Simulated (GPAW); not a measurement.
The system is Ta3AsAu2O13.

```
CELL_PARAMETERS angstrom
5.45204 0.00000 0.00000
-2.72602 4.72161 0.00000
0.00000 0.00000 9.57902
ATOMIC_POSITIONS crystal
Ta 0.00000 0.00000 0.19408
Ta 0.00000 0.00000 0.80592
Ta 0.66667 0.33333 0.00000
As 0.00000 0.00000 0.50000
Au 0.33333 0.66667 0.27428
Au 0.33333 0.66667 0.72572
O 0.00000 0.00000 0.00000
O 0.23947 0.97129 0.36402
O 0.02871 0.26818 0.36402
O 0.73182 0.76053 0.36402
O 0.23947 0.97129 0.63598
O 0.02871 0.26818 0.63598
O 0.73182 0.76053 0.63598
O 0.38452 0.33425 0.85844
O 0.66575 0.05027 0.85844
O 0.94973 0.61548 0.85844
O 0.38452 0.33425 0.14156
O 0.66575 0.05027 0.14156
O 0.94973 0.61548 0.14156
```

The cell was built by a generator and needn't be a form met in nature.

Program: GPAW 26.7.0. Alike in all runs: no spin polarisation; cell as given; k mesh 4 × 4 × 2; cutoff (eV) 800; smearing fermi-dirac 0.05 eV.

**Question.** Order these runs on this cell by their pressure, lowest first.
A. level AM05; potentials or basis PAW data sets generated in the run's folder for this functional, pw; band path GMKGALHA,LM,KH; band points 100
B. level PBE; potentials or basis GPAW PAW data sets (gpaw-data 1.2.1), pw; k mesh for the DOS 6 × 6 × 3; dos width 0.05 eV
C. level SCAN; potentials or basis GPAW PAW data sets (gpaw-data 1.2.1), pw; band path GMKGALHA,LM,KH; band points 100
D. level BLYP; potentials or basis PAW data sets generated in the run's folder for this functional, pw; band path GMKGALHA,LM,KH; band points 100; eigensolver davidson

**Answer.** C (-6.2 GPa), A (-4.4 GPa), B (1.3 GPa), D (5.4 GPa).

Caveats: with this Au data set, volumes or pressures lay over 1.5 % or 2 GPa off other programs in two to four cells of ten; the PAW data sets were made with another functional, which shifts forces and pressure a little (some runs).
